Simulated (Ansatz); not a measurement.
**CsLiCr2Te2S3 under changes of volume**

One of the cells (29.175 Å³/atom); the others are scaled copies at fixed shape and fractional positions:

```
CELL_PARAMETERS angstrom
3.31929 1.91639 6.87982
-3.31929 1.91639 6.87982
0.00000 -3.83279 6.87982
ATOMIC_POSITIONS crystal
Cs 0.00000 0.00000 0.00000
Li 0.50000 0.50000 0.50000
Cr 0.79848 0.79848 0.79848
Cr 0.20152 0.20152 0.20152
Te 0.67990 0.67990 0.67990
Te 0.32010 0.32010 0.32010
S 0.13626 0.86374 0.50000
S 0.50000 0.13626 0.86374
S 0.86374 0.50000 0.13626
```

The cell was built by a generator and needn't be a form met in nature.

| Quantity | Value |
| --- | --- |
| Program | Ansatz 0.2.0 |
| Functional | PBE |
| Potentials or basis | all-electron LAPW, scalar-relativistic |
| Cutoff | 291 eV (chosen from the basis error) |
| Basis error allowed | 0.003 eV/atom |
| k mesh | 4 × 4 × 4 |
| Occupations | fermi-dirac, width 0.05 eV |
| Spin | collinear spin, ferromagnetic start |
| Starting moments | [0.0, 0.0, 3.0, 3.0, 0.0, 0.0, 0.0, 0.0, 0.0] μB |

```tsv
volume (Å³/atom)	energy over the lowest point (meV/atom)	pressure (GPa)	largest force (eV/Å)
27.425	14.02	2.8	0.524
28.008	5.94	1.7	0.324
28.592	1.38	0.8	0.144
29.175	0.00	0.0	0.021
29.759	?	?	?
30.342	5.40	-1.4	0.295
30.926	11.62	-2.0	0.412
```

Task: What does the run at 29.759 Å³/atom give?

Result: Energy over the lowest point 1.44 meV/atom; pressure -0.7 GPa; largest force 0.164 eV/Å.

Worked out: A Birch-Murnaghan fit of order 3 (a polynomial in V^(-2/3)) to the other rows has its minimum at 29.16 Å³/atom with B0 = V·E''(V) = 39 GPa and B' = 4.6 at fixed shape and positions, which overstates the stiffness. It gives 1.44 meV/atom at 29.759 Å³/atom, against the run's 1.44, and -dE/dV = -0.8 GPa, against -0.7.

Energies are extrapolated to zero smearing.

Caveats: the k mesh is thin for a metal, which can move the energy by tens of meV per atom; only a ferromagnetic start was run, and an antiferromagnetic order may lie lower in energy.
